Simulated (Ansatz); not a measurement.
The system is Pt3Rh.

```
Pt Rh
1.0
    -1.95600    1.95600    3.92847
     1.95600   -1.95600    3.92847
     1.95600    1.95600   -3.92847
Pt Rh
3 1
Direct
  0.50000 0.50000 0.00000
  0.25000 0.75000 0.50000
  0.75000 0.25000 0.50000
  0.00000 0.00000 0.00000
```

The cell comes from a database or a generator and needn't be the stable form of this composition.

Base run:

- Program: Ansatz 0.2.0
- Functional: PBEsol
- Potentials or basis: all-electron LAPW, scalar-relativistic
- Cutoff: 272 eV
- Density cutoff: 1087 eV
- Basis error allowed: 0.001 eV/atom
- k mesh: 10 × 10 × 10
- Occupations: fermi-dirac, width 0.05 eV
- Spin: no spin polarisation

Its results: pressure -6.9 GPa.

Task: The run is repeated on the same cell with these changes: functional from PBEsol to LDA; basis error allowed from 0.001 eV/atom to 0.002 eV/atom. What comes out?

Result: Pressure -12.3 GPa.

Not every run made on this cell is shown here.
